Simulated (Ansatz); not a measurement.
# CH2FGaOS: small, medium and large basis sets

One table from this session's results is given with a row withheld; the runs are named, their logs left out.

Program: Ansatz 0.2.0, Gaussian basis. Level of theory: one geometry, several basis sets. These are calculated values, not measurements.

The runs, in order: PBE0-D4/def2-SVP; ωB97M-V/def2-SVP; PBE0-D4/def2-QZVPP; ωB97M-V/def2-QZVPP; the functionals' def2-TZVPP values are taken from earlier runs.

## The geometry

An earlier PBE0-D4 in a triple-zeta def2 set relaxation fixed the geometry.

7 atoms, charge 0, spin multiplicity 1.

Atoms are counted from 1 here; the program's logs count them from 0.

Bond lengths: O1–C2 1.309 Å, O1–H6 0.975 Å, C2–S3 1.640 Å, C2–Ga4 1.956 Å, Ga4–F5 1.757 Å, Ga4–H7 1.543 Å. Angles: C2–O1–H6 109.3°, O1–C2–S3 126.4°, O1–C2–Ga4 135.9°, S3–C2–Ga4 97.6°, C2–Ga4–F5 112.6°, C2–Ga4–H7 128.4°, F5–Ga4–H7 118.8°.

Set-up of the first run:

The input, in.yaml:

```yaml
crystal:
  periodic: [false, false, false]
  atoms:
    - {symbol: O, position_ang: [-0.340455, -0.159093, 1.813485]}
    - {symbol: C, position_ang: [0.141425, -0.220298, 0.598478]}
    - {symbol: S, position_ang: [1.632976, -0.750153, 0.169253]}
    - {symbol: Ga, position_ang: [-0.482801, 0.274148, -1.187577]}
    - {symbol: F, position_ang: [-0.229915, 1.975635, -1.545730]}
    - {symbol: H, position_ang: [0.331892, -0.478619, 2.443473]}
    - {symbol: H, position_ang: [-1.053122, -0.641620, -2.291373]}
basis:
  gaussian: {orbitals: def2-SVP}
hamiltonian: {xc: pbe0, dispersion: d4}
output: {orbitals: {seedname: orbitals}}
```

Command:

```bash
$ ansatz run in.yaml --threads 4 --pin off --events-out ev --progress --plain --max-ram 10444MiB
```

Among the steps run: PBE0-D4 in def2-SVP; ωB97M-V in def2-SVP; PBE0-D4 in def2-QZVPP; ωB97M-V in def2-QZVPP.

One table of the session follows, with a row left open; its other results are not shown here.

It belongs to the step «Density functionals: the series». 

| functional | basis | HOMO (eV) | LUMO (eV) |
| --- | --- | --- | --- |
| PBE0-D4 | def2-SVP | -7.33 | -2.03 |
| PBE0-D4 | def2-TZVPP | ? | ? |
| PBE0-D4 | def2-QZVPP | -7.44 | -2.26 |
| ωB97M-V | def2-SVP | -9.38 | 0.26 |
| ωB97M-V | def2-TZVPP | -9.50 | 0.01 |
| ωB97M-V | def2-QZVPP | -9.54 | -0.07 |

**Question.** Estimate the row for PBE0-D4, def2-TZVPP.

As computed: HOMO (eV): -7.41; LUMO (eV): -2.21. In the column «HOMO (eV)» it lies between PBE0-D4, def2-QZVPP (-7.44) and PBE0-D4, def2-SVP (-7.33).
